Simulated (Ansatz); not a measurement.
# TaAs: the cost of one run

Program: Ansatz 0.2.0. Level of theory: DFT PBE, scalar-relativistic, plane waves, PAW. These are calculated values, not measurements.

**1. The system as given**

The structure is tetragonal, space group I4_1md (No. 109). The conventional cell has a = 3.463 Å, b = 3.463 Å, c = 11.736 Å, α = 90.00°, β = 90.00°, γ = 90.00°. Ta (site symmetry 2mm) is surrounded by 6 As at 2.62 to 2.63 Å. Around As (site symmetry 2mm) lie 6 Ta at 2.62 to 2.63 Å.

Structure file:

```
Ta As
1.0
    -1.73135    1.73135    5.86809
     1.73135   -1.73135    5.86809
     1.73135    1.73135   -5.86809
Ta As
2 2
Direct
  0.50017 0.00017 0.50000
  0.75017 0.75017 0.00000
  0.08243 0.58243 0.50000
  0.33243 0.33243 0.00000
```

This cell comes from an earlier session at PBE: 17.590 Å³/atom at 0.00 GPa, on a 16×16×16 mesh.

**2. Antiferromagnetic, in the cell as typed**

The input, input.yaml:

```yaml
crystal:
  lattice:
    - [-1.7313527948, 1.7313527948, 5.8680907028]
    - [1.7313527948, -1.7313527948, 5.8680907028]
    - [1.7313527948, 1.7313527948, -5.8680907028]
  atoms:
    - { symbol: Ta, position: [0.5001693557, 1.0001693557, 0.5], spin: 1.0 }
    - { symbol: Ta, position: [0.7501693557, 0.7501693557, 0.0], spin: -1.0 }
    - { symbol: As, position: [0.0824300643, 0.5824300643, 0.5] }
    - { symbol: As, position: [0.3324300643, 0.3324300643, 0.0] }
basis:
  ecutwfc: 420
  ecutrho_ratio: 4
kpoints:
  mp_grid: { grid: [16, 16, 16] }
hamiltonian:
  xc: pbe
scf:
  occupations: { method: gaussian, width: 0.05 }
  lower_state_search: "off"
output:
  forces: true
  stress: true
  eigenvalues: true
  populations: true
magnetization:
  spin_polarized: true
```

The run is started by

```sh
> ansatz run input.yaml --threads 2 --pin off --max-ram 5120MiB --backend cpu --events-out ev --progress --plain --runs-dir out
```

**Question.** How long does this run take on 2 threads of Intel Xeon at 2.70GHz, shared host, and how much memory does it need?

About 4.7 min, with a peak of 2.1 GiB.
